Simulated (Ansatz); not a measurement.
## AlRu, space group Pm-3m: a convergence test of the plane-wave cutoff, step by step

Computed with Ansatz 0.2.0 through its Python package.

Contents of `alru.cif`:
```cif
data_AlRu
_cell_length_a 2.991600
_cell_length_b 2.991600
_cell_length_c 2.991600
_cell_angle_alpha 90.00000
_cell_angle_beta 90.00000
_cell_angle_gamma 90.00000
_symmetry_space_group_name_H-M 'P 1'
_symmetry_Int_Tables_number 1
loop_
_symmetry_equiv_pos_as_xyz
'x, y, z'
loop_
_atom_site_label
_atom_site_type_symbol
_atom_site_fract_x
_atom_site_fract_y
_atom_site_fract_z
Al1 Al    0.000000    0.000000    0.000000
Ru2 Ru    0.500000    0.500000    0.500000
```

Run as a notebook:

In [1]:
```python
import warnings

import ansatz as az
from ase.io import read
import matplotlib.pyplot as plt
```

In [2]:
```python
warnings.simplefilter("ignore", az.DeckWarning)
```

In [3]:
```python
atoms = read("alru.cif")
crystal = az.Crystal.from_ase(atoms)

job = (
    crystal.calculation()
    .occupations(az.OccupationsMethod.FERMI_DIRAC, width=0.01)
    .functional(az.Functional.LDA)
    .scf(max_iterations=80)
    .kpoints(6, 6, 6)
)
```

In [4]:
```python
rows = []
for value in [300, 400, 500, 600]:
    r = job.basis(value).run(threads=1).report
    rows.append((value, r["free_energy_ev"] / len(r["lattice"]["sites"]), r["n_iterations"], r["n_pw"]))
```

In [5]:
```python
print(" cutoff (eV)   F/atom (eV)    iterations   plane waves")
for row in rows:
    print(f"{str(row[0]):>12s}  {row[1]:12.5f}  {row[2]:12d}  {row[3]:12d}")

# differences from the last row
for row in rows[:-1]:
    shift = 1000 * (row[1] - rows[-1][1])
    print(f"{row[0]}: {shift:+.2f} meV/atom" + ("  (within 1 meV)" if abs(shift) < 1 else ""))
plt.figure(figsize=(4.5, 3))
plt.plot([str(row[0]) for row in rows], [1000 * (row[1] - rows[-1][1]) for row in rows], "o-")
plt.xlabel("cutoff (eV)")
plt.ylabel("F - F(last) (meV/atom)")
plt.tight_layout()
plt.savefig("ecut.png", dpi=100)
```
```text
 cutoff (eV)   F/atom (eV)    iterations   plane waves
         300   -3136.10362             6           305
         400   -3136.21748             6           461
         500   -3136.21842             6           691
         600   -3136.21869             6           895
300: +115.07 meV/atom
400: +1.21 meV/atom
500: +0.27 meV/atom  (within 1 meV)
```

From 500 eV on it stays within 1 meV an atom of the value at 600 eV; the first row (300 eV) is off by 115.1 meV and the last but one by 0.27 meV. The energy falls steadily, as expected when plane waves are added.

No spin polarisation was allowed. The mesh is modest for a metal, so energies can be off by several to tens of meV an atom and pressures by half a GPa or more; differences at equal mesh fare better. The structure is a deposited one; some such entries were measured under pressure or heat, so a shift against it needn't be the functional's error alone. Shifts are counted from the last row, which is itself no proven limit. The script silences the warnings on its input, which a real study should read. The whole script took 5 s on 1 thread of Intel(R) Xeon(R) Platinum 8259CL CPU @ 2.50GHz (Skylake/Cascade Lake), on a shared host, peak memory 0.44 GiB.
